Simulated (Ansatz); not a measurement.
# Zr2B2O7: relaxing cell and atoms

The start is Zr2B2O7, a structure type of another compound, with these elements put in. Where does it settle when we relax cell and atoms, and what is it like there?

Program: Ansatz 0.2.0. Level of theory: DFT, r2SCAN, no spin polarisation, plane waves, PAW. These are calculated values, not measurements.

### 1 The structure

The structure is monoclinic, space group C2/m (No. 12). Conventional cell: a = 6.095 Å, b = 7.965 Å, c = 4.388 Å, α = 90.00°, β = 102.77°, γ = 90.00°. O (site symmetry 1) is surrounded by 1 B at 1.53 Å and 2 Zr at 1.95 to 2.05 Å. O (site symmetry 2/m) is surrounded by 2 B at 1.50 Å. Around O (site symmetry m) lie 1 B at 1.52 Å and 2 Zr at 1.97 Å. Around Zr (site symmetry 2) lie 6 O at 1.95 to 2.05 Å. B (site symmetry m) has 4 O at 1.50 to 1.53 Å as nearest neighbours.

Symmetry-reduced, conventional setting; the input below types the cell that was run:

```cif
data_structure
_symmetry_space_group_name_H-M 'C2/m'
_symmetry_Int_Tables_number 12
_cell_length_a 6.0953
_cell_length_b 7.9652
_cell_length_c 4.3884
_cell_angle_alpha 90.000
_cell_angle_beta 102.770
_cell_angle_gamma 90.000
_cell_volume 207.79
loop_
_atom_site_label
_atom_site_type_symbol
_atom_site_symmetry_multiplicity
_atom_site_Wyckoff_symbol
_atom_site_fract_x
_atom_site_fract_y
_atom_site_fract_z
_atom_site_occupancy
O1 O 8 j 0.23580 0.15760 0.21370 1
O2 O 2 c 0.00000 0.00000 0.50000 1
O3 O 4 i 0.39340 0.00000 0.72080 1
Zr1 Zr 4 g 0.50000 0.80944 0.00000 1
B1 B 4 i 0.22379 0.00000 0.40844 1
```

It starts from an earlier solution of the starting cell (checkpoint.read).

### 2 Relaxing

Contents of input.yaml:

```yaml
crystal:
  lattice:
    - [3.04763, 3.982587, 0.0]
    - [3.04763, -3.982587, 0.0]
    - [0.970012, 0.0, -4.279889]
  atoms:
    - { symbol: O, position: [0.3934, 0.0782, 0.7863] }
    - { symbol: O, position: [0.9218, 0.6066, 0.2137] }
    - { symbol: O, position: [0.6066, 0.9218, 0.2137] }
    - { symbol: O, position: [0.0782, 0.3934, 0.7863] }
    - { symbol: O, position: [0.0, 0.0, 0.5] }
    - { symbol: O, position: [0.3934, 0.3934, 0.2792] }
    - { symbol: O, position: [0.6066, 0.6066, 0.7208] }
    - { symbol: Zr, position: [0.30944, 0.69056, 0.0] }
    - { symbol: Zr, position: [0.69056, 0.30944, 0.0] }
    - { symbol: B, position: [0.22379, 0.22379, 0.59156] }
    - { symbol: B, position: [0.77621, 0.77621, 0.40844] }
  symmetry: { tolerance: 0.0003 }
kpoints:
  mp_grid: { grid: [4, 4, 4], shift: [0, 0, 0] }
magnetization:
  spin_polarized: false
scf:
  occupations: { method: cold, width: 0.1016 }
  lower_state_search: "off"
hamiltonian:
  pseudopotentials: { kind: paw }
  xc: r2scan
basis:
  ecutwfc: 500
  fft_grid_basis: typed
relax:
  max_steps: 60
  cell: { p_target: 0.0 }
  f_tol: 0.03
output:
  forces: true
  stress: true
  eigenvalues: true
  bader: false
  populations: true
  elf: true
  write_potential: true
  volumetric_format: npy
  dos:
    e_range: [-12, 8]
    de: 0.05
    projected: { site_lists: { B: [B], O: [O], Zr: [Zr] } }
  write_density: true
checkpoint:
  read: saved_state
```

Started as:

```
> ansatz run input.yaml --threads 2 --pin off --max-ram 3584MiB --backend cpu --events-out ev --progress --plain --runs-dir out
```

Output, shortened:

```text
Warning: RAYON_NUM_THREADS=2 ignored (pool sized by the plan → 2); use --threads N
[...]
Pseudopotentials: kind: paw
Pseudopotential: O, paw, valence charge 6, recommended cutoff 500 eV (meta_gga), O.paw.azcp
Pseudopotential: Zr, paw, valence charge 12, recommended cutoff 500 eV (meta_gga), Zr.paw.azcp
Pseudopotential: B, paw, valence charge 3, recommended cutoff 500 eV (meta_gga), B.paw.azcp
Functional definition: r2SCAN
[...]
Crystal: 11 atoms, lattice volume = 103.894 Å³
Basis set: ecut = 500 eV, 2635 PW (Γ), exchange–correlation on 160×160×144 points (64 copies of the dense FFT grid, shifted against one another)
Bands: 47, of which v1, the nominal top of the filled ones, is band 36 counted from 1 (35 counted from 0)
Symmetry: 4 space group operations
Space group: C2/m (ITA 12), of the structure as read, at distance tolerance 1.4e-3 Å
k-points: 24 of 64
[...]
SCF iter   1: F=—  HF=-12696.652721 eV  |F-HF|=—  |Δ(HF+E_count)|=         —  Δρ=1.48e-3  dr2=3.97e-4  dr2_τ=8.93e-4  ethr=6.34e-7  ⟨swp⟩=3.0  Hψ=7371  notcnv=0
[...]
relax step   1: F+E_penalty+E_count = -12696.65628693 eV  Δ(F+E_penalty+E_count) = +0.000e0 eV  max|allowed force component| = 4.190e0 eV/Å  Δτ_max = 0.0000 Å  P = +25.917 GPa  Ω = 103.894 Å³  (5 SCF iters, dr2 threshold 1.00e-7 eV, accepted)
[...]
relax step   4: F+E_penalty+E_count = -12699.03956264 eV  Δ(F+E_penalty+E_count) = -2.381e-2 eV  max|allowed force component| = 1.341e-1 eV/Å  Δτ_max = 0.0165 Å  P = +0.268 GPa  Ω = 111.123 Å³  energy of the carried Pulay correction = -5.429e-3 eV  (6 SCF iters, dr2 threshold 1.10e-6 eV, accepted)
[...]
relax step   5: F+E_penalty+E_count = -12699.04219853 eV  Δ(F+E_penalty+E_count) = -2.636e-3 eV  max|allowed force component| = 4.493e-2 eV/Å  Δτ_max = 0.0073 Å  P = -0.156 GPa  Ω = 111.375 Å³  energy of the carried Pulay correction = -5.612e-3 eV  (5 SCF iters, dr2 threshold 1.10e-6 eV, accepted)
[...]
SCF iter   2: F=—  HF=-12699.042234 eV  |F-HF|=—  |Δ(HF+E_count)|=   1.14e-3  S|Δr|=    0.00e0  Δρ=4.12e-4  dr2=1.33e-4  dr2_τ=8.83e-6  ethr=5.71e-7  ⟨swp⟩=2.0  Hψ=1935  notcnv=0
```

### 3 The output, continued

The log, continued, shortened:

```text
SCF iter   3: F=—  HF=-12699.042211 eV  |F-HF|=—  |Δ(HF+E_count)|=   2.33e-5  S|Δr|=    0.00e0  Δρ=1.51e-4  dr2=1.75e-5  dr2_τ=4.21e-6  ethr=1.84e-7  ⟨swp⟩=2.0  Hψ=1589  notcnv=0
[...]
relax step   6: F+E_penalty+E_count = -12699.04221211 eV  Δ(F+E_penalty+E_count) = -1.358e-5 eV  max|allowed force component| = 5.115e-2 eV/Å  Δτ_max = 0.0064 Å  P = +0.013 GPa  Ω = 111.314 Å³  energy of the carried Pulay correction = -5.568e-3 eV  (5 SCF iters, dr2 threshold 4.73e-7 eV, [...]
relax step   8: F+E_penalty+E_count = -12699.04281788 eV  Δ(F+E_penalty+E_count) = -5.274e-5 eV  max|allowed force component| = 2.506e-3 eV/Å  Δτ_max = 0.0005 Å  P = -0.003 GPa  Ω = 111.289 Å³  energy of the carried Pulay correction = -5.549e-3 eV  (4 SCF iters, dr2 threshold 4.33e-8 eV, accepted)
[...]
    - { symbol: O, position: [0.0884573085085671, 0.3828739360682704, 0.7751630432298888] }
    - { symbol: O, position: [0.0, 0.0, 0.49999999999999994] }
    - { symbol: O, position: [0.37481668383866784, 0.37481668383866784, 0.29087523961177164] }
    - { symbol: O, position: [0.6251833161613319, 0.6251833161613319, 0.7091247603882281] }
    - { symbol: Zr, position: [0.30487314869034154, 0.6951268513096583, 0.0] }
    - { symbol: Zr, position: [0.6951268513096583, 0.30487314869034154, 0.0] }
    - { symbol: B, position: [0.20466548660302364, 0.20466548660302364, 0.581290847478016] }
    - { symbol: B, position: [0.7953345133969763, 0.7953345133969763, 0.4187091525219838] }
--- Löwdin populations: 11 sites ---
  site symbol       q [e]
     0      O      6.5998
     1      O      6.5998
     2      O      6.5998
     3      O      6.5998
     4      O      6.5223
     5      O      6.5757
     6      O      6.5757
     7     Zr     10.3522
     8     Zr     10.3522
     9      B      2.4105
    10      B      2.4105
  spilling = 0.005576 (of n_electrons = 72.000000)
```

Wall time 99 s (2 threads of Arm Neoverse V1, shared host); peak memory 0.71 GiB.

Relaxation path:

```
step  energy from step 1 (eV/cell)  largest force component (eV/Å)  pressure (GPa)  volume (Å³)
   1                        0.0000                          4.1897           25.92       103.89
   2                       -2.2573                          0.8866           -1.36       111.82
   3                       -2.3595                          0.1682           -0.25       111.22
   4                       -2.3833                          0.1341            0.27       111.12
   5                       -2.3859                          0.0449           -0.16       111.37
  6x                       -2.3859                          0.0511            0.01       111.31
   7                       -2.3865                          0.0061           -0.03       111.31
   8                       -2.3865                          0.0025            0.00       111.29
   9                       -2.3917                          0.0025           -0.01       111.29
```

Step 1 is the start. Step 9 repeats the geometry before on a plane-wave basis chosen anew for that cell, so the energy can jump there without any move; such jumps are left out of the energy gained. 1 step was tried and not accepted (marked x).

| input's cell | before | after | change |
| --- | --- | --- | --- |
| a (Å) | 5.015 | 5.214 | +4.0 % |
| b (Å) | 5.015 | 5.214 | +4.0 % |
| c (Å) | 4.388 | 4.319 | -1.6 % |
| α (°) | 82.28 | 82.61 | +0.33° |
| β (°) | 82.28 | 82.61 | +0.33° |
| γ (°) | 105.15 | 104.20 | -0.95° |
| volume (Å³/atom) | 9.44 | 10.12 | +7.1 % |

The largest move, 0.14 Å, apart from the change of the cell, is shared by several atoms, B10 among them.

### 4 States by energy

Counts of states in windows (eV from the Fermi level; tetrahedra), total and projected:

```
from    to  total   B p   O p  Zr d
-6.0  -5.5   2.25  0.05  1.72  0.36
-5.5  -5.0   3.96  0.06  3.17  0.55
-5.0  -4.5   3.51  0.04  2.95  0.37
-4.5  -4.0   3.04  0.02  2.62  0.26
-4.0  -3.5   2.99  0.02  2.66  0.19
-3.5  -3.0   4.06  0.02  3.69  0.24
-3.0  -2.5   4.48  0.02  4.20  0.16
-2.5  -2.0   3.11  0.01  2.95  0.10
-2.0  -1.5   0.57  0.00  0.54  0.02
-1.5  -1.0   0.00  0.00  0.00  0.00
-1.0  -0.5   0.00  0.00  0.00  0.00
-0.5   0.0   0.00  0.00  0.00  0.00
 0.0   0.5   0.00  0.00  0.00  0.00
 0.5   1.0   0.00  0.00  0.00  0.00
 1.0   1.5   0.00  0.00  0.00  0.00
 1.5   2.0   0.05  0.00  0.00  0.04
 2.0   2.5   1.09  0.02  0.11  0.92
 2.5   3.0   2.90  0.06  0.34  2.31
 3.0   3.5   2.84  0.04  0.34  2.29
 3.5   4.0   4.94  0.04  0.69  3.99
```

On the mesh the valence top lies at -1.85 eV and the conduction bottom at 1.71 eV on this scale.

### 5 How the electrons are shared

By element, from the tables in the log (a charge is positive for electrons lost):

```
element  atoms  Löwdin charge (e)
      O      7     -0.60 to -0.52
     Zr      2              +1.65
      B      2              +0.59
```

The Löwdin projection spills 0.6 % of the electrons and depends on the orbitals chosen; where it disagrees with Bader's partition, neither is an observable.

### 6 Real-space fields

Maps in the plane spanned by b and c at height 0.383 along a (axes of the input's cell), one cell: b runs left to right (16 points from zero), c bottom to top (13 points), 83° apart. These are the smooth PAW fields, not the true ones near the nuclei.

Valence density. Values in e/Å³, 13 rows by 16 columns:
```
1.10 1.68 1.30 0.58 0.21 0.09 0.08 0.10 0.17 0.62 2.26 3.80 3.87 2.49 0.85 0.59
2.96 5.59 4.83 1.67 0.42 0.13 0.08 0.10 0.16 0.32 0.90 1.85 2.06 1.26 0.61 0.94
3.72 7.36 6.92 2.90 0.64 0.17 0.09 0.11 0.16 0.22 0.30 0.42 0.46 0.34 0.35 0.93
1.79 4.49 4.69 2.16 0.62 0.19 0.10 0.10 0.13 0.15 0.15 0.13 0.11 0.10 0.18 0.51
0.51 1.07 1.32 0.91 0.44 0.21 0.12 0.09 0.09 0.09 0.09 0.07 0.05 0.05 0.08 0.19
0.14 0.25 0.34 0.37 0.36 0.35 0.28 0.17 0.10 0.06 0.05 0.04 0.04 0.04 0.05 0.07
0.06 0.08 0.14 0.27 0.57 1.00 1.05 0.60 0.24 0.09 0.05 0.04 0.05 0.06 0.05 0.05
0.05 0.05 0.10 0.32 1.09 3.14 4.32 2.45 0.72 0.21 0.08 0.06 0.09 0.11 0.10 0.07
0.06 0.05 0.10 0.34 1.47 5.29 7.52 5.52 1.53 0.39 0.14 0.11 0.14 0.17 0.16 0.11
0.07 0.05 0.09 0.26 1.03 3.93 6.36 4.77 1.61 0.50 0.27 0.27 0.27 0.24 0.19 0.12
0.08 0.06 0.08 0.16 0.45 1.20 2.13 1.78 0.89 0.57 0.85 1.23 1.08 0.53 0.23 0.12
0.13 0.12 0.11 0.12 0.18 0.33 0.49 0.49 0.42 0.81 2.20 3.30 3.09 1.58 0.42 0.16
0.34 0.40 0.33 0.20 0.12 0.12 0.15 0.17 0.24 0.92 2.97 4.14 4.10 2.64 0.76 0.29
```

ELF. Values, 13 rows by 16 columns:
```
0.78 0.83 0.83 0.73 0.30 0.04 0.03 0.04 0.04 0.30 0.78 0.79 0.79 0.80 0.32 0.32
0.81 0.63 0.72 0.82 0.60 0.10 0.03 0.05 0.07 0.10 0.42 0.75 0.80 0.64 0.19 0.63
0.81 0.33 0.38 0.79 0.67 0.15 0.03 0.04 0.10 0.12 0.10 0.19 0.30 0.16 0.18 0.78
0.84 0.72 0.69 0.81 0.64 0.16 0.03 0.03 0.07 0.13 0.13 0.06 0.04 0.04 0.24 0.75
0.72 0.78 0.79 0.72 0.39 0.12 0.05 0.03 0.03 0.06 0.08 0.06 0.02 0.02 0.12 0.50
0.25 0.40 0.40 0.25 0.19 0.29 0.32 0.15 0.04 0.02 0.03 0.02 0.02 0.02 0.03 0.07
0.03 0.05 0.07 0.17 0.51 0.75 0.77 0.69 0.40 0.09 0.02 0.02 0.06 0.10 0.06 0.03
0.03 0.02 0.08 0.41 0.75 0.77 0.73 0.82 0.78 0.46 0.06 0.05 0.20 0.39 0.34 0.13
0.08 0.02 0.10 0.56 0.80 0.63 0.24 0.68 0.85 0.63 0.10 0.05 0.16 0.40 0.48 0.31
0.09 0.03 0.07 0.51 0.81 0.79 0.53 0.71 0.83 0.43 0.09 0.10 0.10 0.14 0.26 0.25
0.05 0.04 0.04 0.20 0.67 0.83 0.83 0.81 0.63 0.18 0.41 0.63 0.57 0.24 0.08 0.07
0.10 0.17 0.09 0.05 0.18 0.55 0.69 0.58 0.18 0.34 0.78 0.80 0.82 0.72 0.18 0.04
0.48 0.66 0.59 0.25 0.06 0.08 0.17 0.12 0.06 0.49 0.82 0.72 0.74 0.80 0.36 0.11
```

Atoms within 0.2 Å of the plane, in fractions of b and c: O at (0.09, 0.78), O at (0.37, 0.29).

At the density minimum on each short contact:

```
contact  length (Å)  minimum at (fraction)  density (e/Å³)   ELF
 O5–B10       1.426       no inner minimum               –     –
 Zr8–O1       2.071                   0.53           0.700  0.24
```

```
fraction  O5–B10  Zr8–O1
     0.2    5.81    4.08
     0.3    4.18    2.88
     0.4     2.7    1.35
     0.5    1.78   0.718
     0.6    1.28   0.918
     0.7   0.921    1.97
     0.8   0.584    4.45
```

(Smooth valence density in e/Å³ at fractions of each contact.)

### 7 Results

```
                                      quantity                                                                       value
                                         moves                                                                           6
                                 energy gained                                                              217.0 meV/atom
                                  largest move                                                                  0.14 Å (B)
          space group (0.01 Å), before / after                                                                 C2/m / C2/m
                                          cell  a = 5.214 Å, b = 5.214 Å, c = 4.319 Å, α = 82.61°, β = 82.61°, γ = 104.20°
                                        volume                                                      10.12 Å³/atom (+7.1 %)
                           pressure at the end                                                                   -0.01 GPa
formation energy (elements from separate runs)                                                               -3.09 eV/atom
                                    gap (mesh)                                                           3.56 eV, indirect
                              least direct gap                                                                     3.92 eV
```

**Reading.** The volume grew by 7.1 %, and the largest move of an atom is 0.14 Å apart from the change of the cell; the energy fell by 217.0 meV per atom. With 4 symmetry operations imposed, the end may be a saddle point towards distortions that break them. The levels show a gap of 3.56 eV, with the least direct gap at 3.92 eV; within 0.7 eV of the edges the states project mainly on O p (95 %) below and Zr d (84 %) above. Set against separate runs on the elements (O2 molecule, Zr hcp, alpha-rhombohedral (B12)), it forms at -3.09 eV per atom, so it holds against falling apart into elements.
